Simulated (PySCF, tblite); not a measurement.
# C₇H₁₀OSSi: geometry, infrared bands and NMR shifts

Aim: predict the infrared bands and NMR shifts of C₇H₁₀OSSi (`CC(=S)C1=C[SiH2]OC=CC1`).

The runs use tblite 0.8.0 and PySCF 2.14.0, with density-fitted response routines of our own; the level of theory stands in each step. All values are computed, except where a source is named. Atoms count from 0, in the outputs and in this text.

### 1 The molecule as given

20 atoms, charge 0, multiplicity 1; geometry from: force field or distance geometry start.

Bonds of the start (Å): C0–C1 1.50, C1–S2 1.64, C1–C3 1.46, C3–C4 1.33, C4–Si5 1.87, Si5–O6 1.75, O6–C7 1.40, C7–C8 1.32, C8–C9 1.47, C9–C3 1.49, C0–H10 1.11, C0–H11 1.10, C0–H12 1.11, C4–H13 1.09, Si5–H14 1.47, Si5–H15 1.47, C7–H16 1.10, C8–H17 1.10, C9–H18 1.11, C9–H19 1.12.

### 2 Optimising the geometry with GFN2-xTB

The job: settings as JSON, then the geometry in Å.

```
{"job": {"kind": "relax", "xc": "GFN2-xTB", "basis": "xTB"}, "charge": 0, "multiplicity": 1}
C      2.881800    -0.647600     0.163500
C      1.878000     0.461000     0.113900
S      2.411000     1.971700     0.442600
C      0.464800     0.252600    -0.194100
C      0.114400    -1.013900    -0.423800
Si    -1.624000    -1.554200    -0.852000
O     -2.760800    -0.722800     0.180600
C     -2.494700     0.443200     0.900200
C     -1.543700     1.349700     0.765800
C     -0.431800     1.446100    -0.188500
H      2.919100    -1.055000    -0.866600
H      2.521600    -1.378800     0.907200
H      3.849800    -0.187300     0.463700
H      0.878200    -1.783900    -0.392600
H     -1.848300    -1.159600    -2.254300
H     -1.720400    -3.014800    -0.706000
H     -3.235200     0.594200     1.702800
H     -1.569000     2.191500     1.472600
H      0.154300     2.367300    -0.006600
H     -0.850500     1.451300    -1.231500
```

The run is started by

```bash
$ OMP_NUM_THREADS=1 python probes_run.py task.json out
```

The driver reads the jobs from task.json and runs them one after another.

**Question.** This job is followed by: GFN2-xTB harmonic vibrations, gas phase; GIAO PBE0/pcSseg-1 NMR shielding, non-relativistic, gas phase. Predict these results of the whole session: strongest single infrared mode (GFN2-xTB); zero-point energy (GFN2-xTB); 13C shifts against TMS (PBE0/pcSseg-1); 1H shifts against TMS (PBE0/pcSseg-1, means over atoms taken as alike); 33S shifts against CS2 (PBE0/pcSseg-1); 29Si shifts against TMS (PBE0/pcSseg-1); 17O shifts against H2O (PBE0/pcSseg-1).

As calculated:

| quantity | value |
| --- | --- |
| strongest single infrared mode (GFN2-xTB) | 2231 cm⁻¹, 325 km/mol |
| zero-point energy (GFN2-xTB) | 92.4 kcal/mol |
| 13C shifts against TMS (PBE0/pcSseg-1) | 256.4, 167.0, 150.7, 127.8, 110.9, 38.3, 32.0 ppm |
| 1H shifts against TMS (PBE0/pcSseg-1, means over atoms taken as alike) | 6.66, 6.36, 5.70, 4.89, 3.82, 3.31 ppm |
| 33S shifts against CS2 (PBE0/pcSseg-1) | 1135 ppm |
| 29Si shifts against TMS (PBE0/pcSseg-1) | -32.9 ppm |
| 17O shifts against H2O (PBE0/pcSseg-1) | 89.2 ppm |

What this shows: The optimisation took 77 steps and gained 0.589 eV; among the close pairs (by a distance rule), Si5–O6 changed most, from 1.746 to 1.630 Å. All 54 modes are real, so the xTB geometry is a minimum. The strongest single mode, at 2231 cm⁻¹, moves mainly H14. GFN2-xTB is a fitted tight-binding method: band positions and strengths are rough. Its intensities can rank the bands wrongly. C1 (thiocarbonyl carbon) lies farthest downfield among carbon, at 256.4 ppm; low-lying n→π* states of the double bond to the heteroatom give a large paramagnetic term (-329 ppm). At PBE0/pcSseg-1: Shielding is most anisotropic at S2 (span 2779 ppm, paramagnetic term -1689 ppm).
